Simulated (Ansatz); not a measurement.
# CuSi4P3 (R3m) in Ansatz: reference runs

How does CuSi4P3 come out in PBE? The cell is run as given and disturbed.

Program: Ansatz 0.2.0. These are calculated values, not measurements. Logs are shortened: lines on timing, memory, paths and dates and some standing lists are left out, and cuts for length are marked.

## (1) The structure

It takes space group R3m (No. 160, trigonal). The conventional cell has a = 3.872 Å, b = 3.872 Å, c = 34.663 Å, α = 90.00°, β = 90.00°, γ = 120.00°. Cu (site symmetry 3m) has 3 P at 2.29 Å and 1 Si at 2.38 Å as nearest neighbours. P (site symmetry 3m) has 1 Si at 2.21 Å and 3 Cu at 2.29 Å as nearest neighbours. P (site symmetry 3m) has 4 Si at 2.26 to 2.34 Å as nearest neighbours. Around P (site symmetry 3m) lie 4 Si at 2.28 to 2.29 Å. Si (site symmetry 3m) has 3 Si at 2.35 Å and 1 Cu at 2.38 Å as nearest neighbours. Around Si (site symmetry 3m) lie 4 P at 2.21 to 2.34 Å. Around Si (site symmetry 3m) lie 4 P at 2.26 to 2.29 Å. Si (site symmetry 3m) is surrounded by 1 P at 2.28 Å and 3 Si at 2.35 Å.

The cell comes from a database or a generator and needn't be the stable form of this composition.

## (2) Single point, PBE

Input file input.yaml:

```yaml
crystal:
  lattice:
    - [1.935786925, 1.1176271022, 11.5543338505]
    - [-1.935786925, 1.1176271022, 11.5543338505]
    - [0.0, -2.2352542045, 11.5543338505]
  atoms:
    - { symbol: Cu, position: [0.994498, 0.994498, 0.994498] }
    - { symbol: P, position: [0.313885, 0.313885, 0.313885] }
    - { symbol: P, position: [0.563229, 0.563229, 0.563229] }
    - { symbol: P, position: [0.816408, 0.816408, 0.816408] }
    - { symbol: Si, position: [0.063148, 0.063148, 0.063148] }
    - { symbol: Si, position: [0.25024, 0.25024, 0.25024] }
    - { symbol: Si, position: [0.498011, 0.498011, 0.498011] }
    - { symbol: Si, position: [0.750581, 0.750581, 0.750581] }
hamiltonian:
  xc: pbe
  pseudopotentials: { kind: paw }
kpoints:
  mp_grid: { grid: [8, 8, 8] }
scf:
  occupations: { method: fermi_dirac, width: 0.05 }
output:
  forces: true
  stress: true
  eigenvalues: true
```

Potentials or basis: Ansatz PAW.

Run with:

```
$ ansatz run input.yaml --threads 4 --pin off --max-ram 10240MiB --backend cpu --events-out ev --progress --plain --runs-dir out
```

Log:

```text
Warning: RAYON_NUM_THREADS=4 ignored (pool sized by the plan → 4); use --threads N
basis.fft_grid_basis auto: the FFT boxes are laid along the combinations [[1, 0, -1], [0, 1, -1], [0, 0, 1]] of the cell's own vectors, 3.872, 3.872 and 11.769 Å long. The dense box has 27×27×80 points. Along the cell's own vectors, as sized, it would have 80×80×80, 8.78 times as many. Of the 6 symmetry operations that the crystal satisfies within crystal.symmetry.tolerance (time reversal apart; of a slab, those that keep its plane) the dense box along the cell's own vectors carries 6, and the one as laid loses 4 of those. basis.fft_grid_basis: typed keeps the cell's own vectors: state it where this run's energies or levels are differenced outside the engine with another run's, or held beside a run that keeps those vectors.
Engine: ansatz 0.2.0, x86_64-unknown-linux-gnu
Pseudopotentials: kind: paw
Pseudopotential: Cu, paw, valence charge 19, recommended cutoff 420 eV (normal), Cu.paw.azcp
Pseudopotential: P, paw, valence charge 5, recommended cutoff 420 eV (normal), P.paw.azcp
Pseudopotential: Si, paw, valence charge 4, recommended cutoff 420 eV (normal), Si.paw.azcp
Functional definition: PBE
  parameter kappa = 0.804
  parameter beta = 0.06672455060314922
  exchange = pbe_x(kappa = kappa, mu = beta*pi^2/3)
  correlation = pbe_c(beta = beta)
Crystal: 8 atoms, lattice volume = 149.986 Å³
Basis set: ecut = 420 eV, 2985 PW (Γ), FFT grids on a1−a3, a2−a3, a3, exchange–correlation on 54×54×160 points (8 copies of the dense FFT grid, shifted against one another)
Bands: 33, of which v1, the nominal top of the filled ones, is band 25 counted from 1 (24 counted from 0)
Symmetry: 6 space group operations
Space group: R3m (ITA 160), of the structure as read, at distance tolerance 5.3e-5 Å
k-points: 65 of 512 (time reversal used)
Non-local potential: Cu, projectors of the file, l = 0: 3, l = 1: 2, l = 2: 3, l = 3: 1
Non-local potential: P, projectors of the file, l = 0: 2, l = 1: 2, l = 2: 2
Non-local potential: Si, projectors of the file, l = 0: 2, l = 1: 2, l = 2: 2
PAW form: soft (Blöchl's): semilocal exchange-correlation on the pseudo side does not see the compensation charge
PAW one-centre angular grid: Cu, 590 points (default); XC on 64 Gauss nodes
PAW one-centre angular grid: P, 110 points (default); XC on 64 Gauss nodes
PAW one-centre angular grid: Si, 110 points (default); XC on 64 Gauss nodes
Initial density: superposition of atomic densities (neutral atoms: chi_scale 0, normalization atom), corrected by the library's trained network
Initial wavefunctions: pseudopotential atomic-orbital guess
Functional: x = pbe(κ = 0.804, μ = 0.2195149727645171), c = pbe(β = 0.06672455060314922)
SCF iter   1: F=—  HF=-11434.886648 eV  |F-HF|=—  |Δ(HF+E_count)|=         —  Δρ=5.70e-3  dr2=5.48e-1  ethr=1.77e-3  ⟨swp⟩=8.8  Hψ=12228  notcnv=0  defer=10
preconditioner: auto → Kerker (q_TF=auto, 2.272 Å⁻¹)  [metal: Δε(μ)=0.018 eV  Ē_g=7.712 eV  σ=0.050 eV  W_gap=0.09  n_scr=38 (ndim 8)  ℏωp=19.6 eV  f_vac=0.000  D(μ)=2.81/eV (n_scr^D=6)]
SCF iter   2: F=—  HF=-11434.864750 eV  |F-HF|=—  |Δ(HF+E_count)|=   2.19e-2  Δρ=2.82e-3  dr2=1.57e-1  ethr=1.10e-3  ⟨swp⟩=1.0  Hψ=2670  notcnv=0  defer=21
SCF iter   3: F=—  HF=-11434.853479 eV  |F-HF|=—  |Δ(HF+E_count)|=   1.13e-2  Δρ=2.15e-3  dr2=2.41e-2  ethr=3.14e-4  ⟨swp⟩=2.8  Hψ=2815  notcnv=0  defer=62
SCF iter   4: F=—  HF=-11434.851743 eV  |F-HF|=—  |Δ(HF+E_count)|=   1.74e-3  Δρ=6.83e-4  dr2=4.10e-3  ethr=4.82e-5  ⟨swp⟩=1.8  Hψ=2512  notcnv=0  defer=76
SCF iter   5: F=—  HF=-11434.851355 eV  |F-HF|=—  |Δ(HF+E_count)|=   3.88e-4  Δρ=2.72e-4  dr2=3.77e-4  ethr=8.19e-6  ⟨swp⟩=2.4  Hψ=2767  notcnv=0  defer=76
SCF iter   6: F=—  HF=-11434.851341 eV  |F-HF|=—  |Δ(HF+E_count)|=   1.37e-5  Δρ=1.12e-4  dr2=5.29e-5  ethr=7.55e-7  ⟨swp⟩=2.5  Hψ=3065  notcnv=0  defer=78
SCF iter   7: F=—  HF=-11434.851363 eV  |F-HF|=—  |Δ(HF+E_count)|=   2.15e-5  Δρ=5.30e-5  dr2=5.26e-6  ethr=1.06e-7  ⟨swp⟩=2.2  Hψ=3044  notcnv=0  defer=94
SCF iter   8: F=—  HF=-11434.851363 eV  |F-HF|=—  |Δ(HF+E_count)|=   2.53e-7  Δρ=1.61e-5  dr2=8.13e-7  ethr=1.05e-8  ⟨swp⟩=2.1  Hψ=2962  notcnv=0  defer=94
SCF iter   9: F=-11434.851363 eV  HF=-11434.851363 eV  |F-HF|=3.71e-8  |Δ(HF+E_count)|=   4.81e-8  Δρ=3.85e-6  dr2=5.76e-8  ethr=2.00e-10  ⟨swp⟩=11.8  Hψ=13187  notcnv=0
SCF 1 converged in 9 iterations: F = -11434.851363 eV  dr2 = 5.76e-8
SCF converged after 9 iterations
Free energy (F): -11434.851363 eV
Harris-Foulkes:  -11434.851363 eV  (|F-HF|=3.71e-8)
Internal energy: -11434.825751 eV  (E = F + TS)
E sigma→0 (E₀):  -11434.838557 eV
Entropy (-TS):   -0.025612 eV (-3.201 meV/atom)
Fermi energy:    7.628252 eV
--- Per-component energies (eV) ---
  E_band       = -487.699270
  E_kinetic    = 671.953717
  E_local      = -8197.472678  (includes V_loc(G=0)·N_el)
  E_nonlocal   = 589.437882
  E_hartree    = 3704.801016
  E_xc         = -495.249419
  E_vxc        = -485.415405  (∫ρ·V_xc dr)
  E_paw        = -5417.027382  (= ΣΔE_a)
  E_vpaw       = -475.818773  (= ΣTr[D̂ρ^β])
  E_aug_tail   = 0.000298  (compensation charges beyond the density's cutoff)
  E_ewald      = -2291.269185
  E_smearing   = -0.025612  (= −TS)
  E_closure    = 0.000000  (closes the sum)
  Σ components = -11434.851363   (vs F -11434.851363, Δ=0.00e0)
--- Forces (eV/Å), atoms counted from 1 ---
  atom   1  Cu     0.00000000     0.00000000    -0.10844093
  atom   2  P      0.00000000    -0.00000000     0.11512094
  atom   3  P      0.00000000     0.00000000    -0.34163187
  atom   4  P      0.00000000     0.00000000    -0.28146885
  atom   5  Si     0.00000000     0.00000000    -0.18692087
  atom   6  Si     0.00000000    -0.00000000     0.60997975
  atom   7  Si     0.00000000    -0.00000000     0.45717904
  atom   8  Si     0.00000000     0.00000000    -0.26374373
  max |Σ_I F_I| component: 7.35e-5 eV/Å
--- Stress (GPa, compression-positive) ---
       -0.012003       0.000000       0.000000
        0.000000      -0.012003      -0.000000
        0.000000      -0.000000       2.105658
  P = ⅓ Tr σ = 0.6939 GPa (6.939 kbar)
--- Band table (eV; the first three rows and the last of 65) ---
  k-point 0: bands = ["-105.1832", "-62.5549", "-62.5549", "-62.5100", "-6.8782", "-5.7154", "-3.7903", "-2.7319", "-0.0560", "2.7540", "3.6278", "3.6278", "3.7408", "3.7895", "3.7895", "4.5519", "4.5519", "4.7592", "4.7592", "4.8112", "6.3212", "6.8977", "6.8977", "7.0589", "8.1390", "8.3103", "8.3103", "9.0813", "9.0813", "9.7362", "9.7362", "9.8845", "10.8682"]
  k-point 1: bands = ["-105.1832", "-62.5549", "-62.5549", "-62.5100", "-6.7179", "-5.5678", "-3.6592", "-2.5971", "-0.0347", "2.3786", "2.7362", "3.3165", "3.4366", "3.7321", "3.8068", "4.0329", "4.3881", "4.7530", "4.7540", "4.8773", "5.8623", "6.6541", "7.1835", "7.3560", "7.8455", "8.1553", "8.1863", "9.1327", "9.5233", "9.7178", "10.0787", "10.2116", "10.9912"]
  k-point 2: bands = ["-105.1832", "-62.5550", "-62.5549", "-62.5100", "-6.2549", "-5.1557", "-3.3439", "-2.1951", "-0.3199", "1.0046", "1.8588", "2.8183", "2.9470", "3.4357", "3.6978", "3.7688", "4.1449", "4.4977", "4.7328", "4.7361", "5.0119", "6.1572", "6.4870", "7.1222", "7.3181", "7.7413", "8.4803", "9.5263", "10.1597", "10.3980", "10.4279", "10.8837", "11.3205"]
  k-point 64: bands = ["-105.1832", "-62.5549", "-62.5549", "-62.5100", "-6.8735", "-5.7421", "-3.5138", "-3.1131", "0.4525", "1.8421", "3.6201", "3.6201", "3.8015", "3.8015", "4.1145", "4.5454", "4.5454", "4.7581", "4.7581", "5.3850", "6.3297", "6.7031", "6.9288", "6.9288", "7.9077", "8.1996", "8.1996", "9.1397", "9.1397", "9.7912", "9.8497", "9.8497", "10.7924"]
```

Run time: 4.2 s. Hardware: 4 threads of Intel Xeon 6975P-C (Granite Rapids), shared host; peak memory 0.65 GiB.

What came out:

* Free energy: -11434.8514 eV
* Pressure: 0.7 GPa
* Largest force: 0.610 eV/Å
* Band gap on the k mesh: none (metal or under the smearing width)

Forces on the atoms (eV/Å):
```
Cu   0.000  0.000 -0.108
P    0.000  0.000  0.115
P    0.000  0.000 -0.342
P    0.000  0.000 -0.281
Si   0.000  0.000 -0.187
Si   0.000  0.000  0.610
Si   0.000  0.000  0.457
Si   0.000  0.000 -0.264
```

Levels at points of the mesh, in eV from the Fermi level:
| k point | band 23 | band 24 | band 25 | band 26 | band 27 | band 28 |
| --- | --- | --- | --- | --- | --- | --- |
| (0.00, 0.00, 0.00) | -0.73 | -0.57 | 0.51 | 0.68 | 0.68 | 1.45 |
| (0.00, 0.00, -0.50) | -2.01 | -1.07 | -0.96 | -0.60 | 0.35 | 1.78 |
| (0.00, -0.50, -0.50) | -2.08 | -1.01 | -0.50 | -0.21 | 0.28 | 1.00 |
| (-0.50, -0.50, -0.50) | -0.70 | -0.70 | 0.28 | 0.57 | 0.57 | 1.51 |

## (3) Single point, PBE (atoms moved at random, drawn with an rms of 0.05 Å)

Input file input.yaml:

```yaml
crystal:
  lattice:
    - [1.935786925, 1.1176271022, 11.5543338505]
    - [-1.935786925, 1.1176271022, 11.5543338505]
    - [0.0, -2.2352542045, 11.5543338505]
  atoms:
    - { symbol: Cu, position: [0.989864, 1.010945, 0.980411] }
    - { symbol: P, position: [0.314658, 0.310719, 0.313079] }
    - { symbol: P, position: [0.568336, 0.565762, 0.553693] }
    - { symbol: P, position: [0.820004, 0.810209, 0.819905] }
    - { symbol: Si, position: [0.078129, 0.067947, 0.045538] }
    - { symbol: Si, position: [0.231223, 0.257268, 0.258537] }
    - { symbol: Si, position: [0.492753, 0.503063, 0.49742] }
    - { symbol: Si, position: [0.73945, 0.763465, 0.74758] }
hamiltonian:
  xc: pbe
  pseudopotentials: { kind: paw }
kpoints:
  mp_grid: { grid: [8, 8, 8] }
scf:
  occupations: { method: fermi_dirac, width: 0.05 }
output:
  forces: true
  stress: true
  eigenvalues: true
```

Potentials or basis: Ansatz PAW.

Run with:

```
$ ansatz run input.yaml --threads 4 --pin off --max-ram 10240MiB --backend cpu --events-out ev --progress --plain --runs-dir out
```

Log:

```text
Warning: RAYON_NUM_THREADS=4 ignored (pool sized by the plan → 4); use --threads N
basis.fft_grid_basis auto: the FFT boxes are laid along the combinations [[1, 0, -1], [0, 1, -1], [0, 0, 1]] of the cell's own vectors, 3.872, 3.872 and 11.769 Å long. The dense box has 27×27×80 points. Along the cell's own vectors, as sized, it would have 80×80×80, 8.78 times as many. basis.fft_grid_basis: typed keeps the cell's own vectors: state it where this run's energies or levels are differenced outside the engine with another run's, or held beside a run that keeps those vectors.
[... 2 set-up lines as earlier in the session ...]
[... 71 lines left out ...]
        0.860445       0.409639       1.642419
  P = ⅓ Tr σ = 0.9491 GPa (9.491 kbar)
--- Band table (eV; the first three rows and the last of 260) ---
  k-point 0: bands = ["-105.1568", "-62.5644", "-62.5141", "-62.4643", "-6.9143", "-5.7113", "-3.7912", "-2.7947", "-0.0079", "2.8075", "3.5077", "3.6789", "3.7075", "3.7730", "3.8902", "4.3465", "4.7601", "4.7797", "4.8227", "4.8798", "6.2914", "6.5387", "7.0299", "7.0713", "8.0874", "8.2006", "8.3894", "8.9616", "9.2060", "9.5452", "9.8201", "9.9380", "10.5176"]
  k-point 1: bands = ["-105.1568", "-62.5644", "-62.5141", "-62.4643", "-6.7543", "-5.5658", "-3.6574", "-2.6633", "0.0097", "2.4256", "2.7161", "3.3267", "3.4242", "3.7699", "3.8145", "4.0695", "4.3091", "4.7748", "4.8186", "4.9532", "5.8277", "6.4767", "7.1441", "7.3152", "7.8201", "8.0809", "8.2544", "9.0866", "9.4999", "9.6233", "10.0395", "10.2666", "10.9961"]
  k-point 2: bands = ["-105.1568", "-62.5645", "-62.5141", "-62.4643", "-6.2922", "-5.1621", "-3.3322", "-2.2747", "-0.2992", "1.0617", "1.8942", "2.8628", "2.9031", "3.4269", "3.6611", "3.8142", "4.1349", "4.5173", "4.7765", "4.7976", "5.0206", "5.9838", "6.4764", "7.0925", "7.2324", "7.7546", "8.3859", "9.4646", "10.1164", "10.3913", "10.4192", "10.8411", "11.4287"]
  k-point 259: bands = ["-105.1568", "-62.5644", "-62.5141", "-62.4643", "-6.9101", "-5.7372", "-3.4945", "-3.1860", "0.4676", "1.9229", "3.5032", "3.6738", "3.7168", "3.8964", "4.1478", "4.3456", "4.7623", "4.7714", "4.8236", "5.4346", "6.3097", "6.5622", "6.6867", "7.1096", "7.8595", "8.0954", "8.3060", "8.9964", "9.2522", "9.6709", "9.7062", "10.0359", "10.4518"]
```

Run time: 15 s. Hardware: 4 threads of Intel Xeon 6975P-C (Granite Rapids), shared host; peak memory 1.2 GiB.

Results:

| Quantity | Value |
| --- | --- |
| Free energy | -11434.7102 eV |
| Pressure | 0.9 GPa |
| Largest force | 1.341 eV/Å |
| Band gap on the k mesh | none (metal or under the smearing width) |

Forces on the atoms (eV/Å):
```
Cu   0.304 -0.320  0.060
P   -0.315  0.295  0.117
P   -0.493 -0.477 -0.311
P   -0.375  0.120 -0.527
Si  -0.965 -0.718 -0.593
Si   0.484  0.470  0.737
Si   0.364 -0.062  0.403
Si   0.995  0.692  0.114
```

Levels at points of the mesh, in eV from the Fermi level:
```tsv
k point	band 22	band 23	band 24	band 25	band 26	band 27	band 28	band 29
(0.00, 0.00, 0.00)	-1.06	-0.57	-0.53	0.49	0.60	0.79	1.36	1.61
(0.00, 0.00, -0.50)	-2.27	-2.08	-1.11	-0.97	-0.59	0.29	1.63	1.99
(0.00, -0.50, 0.00)	-2.29	-2.07	-1.08	-1.02	-0.52	0.33	1.66	2.04
(0.00, -0.50, -0.50)	-2.38	-2.02	-0.91	-0.44	-0.16	0.42	0.96	1.48
(-0.50, 0.00, 0.00)	-2.25	-1.94	-0.97	-0.88	-0.55	0.47	1.87	1.92
(-0.50, 0.00, -0.50)	-2.36	-2.16	-1.08	-0.44	-0.22	0.26	1.14	1.28
(-0.50, -0.50, 0.00)	-2.35	-2.19	-1.07	-0.51	-0.17	0.17	1.10	1.26
(-0.50, -0.50, -0.50)	-1.04	-0.91	-0.49	0.26	0.50	0.71	1.40	1.65
```
